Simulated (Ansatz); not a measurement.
# RbSr3: the cost of one run

Program: Ansatz 0.2.0 through its Python package. Level of theory: DFT PBEsol, plane waves, PAW. These are calculated values, not measurements.

## (1) Starting point

The structure is cubic, space group Pm-3m (No. 221). The conventional cell has a = 6.247 Å, b = 6.247 Å, c = 6.247 Å, α = 90.00°, β = 90.00°, γ = 90.00°. Rb (site symmetry m-3m) is surrounded by 12 Sr at 4.42 Å. Around Sr (site symmetry 4/mmm) lie 4 Rb at 4.42 Å and 8 Sr at 4.42 Å.

No structure file is read: the coordinates are typed or built in the script.

## (2) The code

rbsr3_kconv.py

```python
"""Convergence of RbSr3 with the k-point mesh."""

import csv

import ansatz

lattice = ansatz.Lattice.of(
    [6.24739, 0.0, 0.0],
    [0.0, 6.24739, 0.0],
    [0.0, 0.0, 6.24739],
)
sites = [
    ("Rb", [0.0, 0.0, 0.0]),
    ("Sr", [0.0, 0.5, 0.5]),
    ("Sr", [0.5, 0.0, 0.5]),
    ("Sr", [0.5, 0.5, 0.0]),
]
rbsr3 = ansatz.Crystal(lattice=lattice)
for symbol, position in sites:
    rbsr3 = rbsr3.atom(symbol, position)

setup = (
    rbsr3.calculation()
    .functional(ansatz.Functional.PBESOL)
    .basis(510)
    .occupations("fermi_dirac", width=0.1)  # fractional filling near the Fermi level
)

rows = []
for value in [(2, 2, 2), (3, 3, 3), (4, 4, 4), (5, 5, 5)]:
    rep = setup.kpoints(*value).run(threads=1, pin="off").report
    rows.append((value, rep["free_energy_ev"] / len(rep["lattice"]["sites"]), rep["n_iterations"], rep["n_kpoints"]))

with open("kconv.csv", "w", newline="") as handle:
    writer = csv.writer(handle)
    writer.writerow(["mesh", "F/atom (eV)", "iterations", "k-points"])
    writer.writerows([round(v, 5) if isinstance(v, float) else v for v in row] for row in rows)

# the last row is the reference
for row in rows[:-1]:
    shift = 1000 * (row[1] - rows[-1][1])
    print(f"{row[0]}: {shift:+.2f} meV/atom" + ("  (within 5 meV)" if abs(shift) < 5 else ""))
```

## (3) What the engine is handed

The package turns the script's settings into the engine's input (first run):

```yaml
crystal:
  lattice:
    - [6.24739, 0.0, 0.0]
    - [0.0, 6.24739, 0.0]
    - [0.0, 0.0, 6.24739]
  atoms:
    - { symbol: Rb, position: [0.0, 0.0, 0.0] }
    - { symbol: Sr, position: [0.0, 0.5, 0.5] }
    - { symbol: Sr, position: [0.5, 0.0, 0.5] }
    - { symbol: Sr, position: [0.5, 0.5, 0.0] }
basis:
  ecutwfc: 510.0
kpoints:
  mp_grid:
    grid: [2, 2, 2]
hamiltonian:
  xc: pbesol
scf:
  occupations:
    method: fermi_dirac
    width: 0.1
```

## (4) The run

The run is started by

```bash
$ python rbsr3_kconv.py
```

Q: Estimate wall time and peak memory on 1 thread of Arm Neoverse V2, shared host.

About 10 s, with a peak of 0.49 GiB.
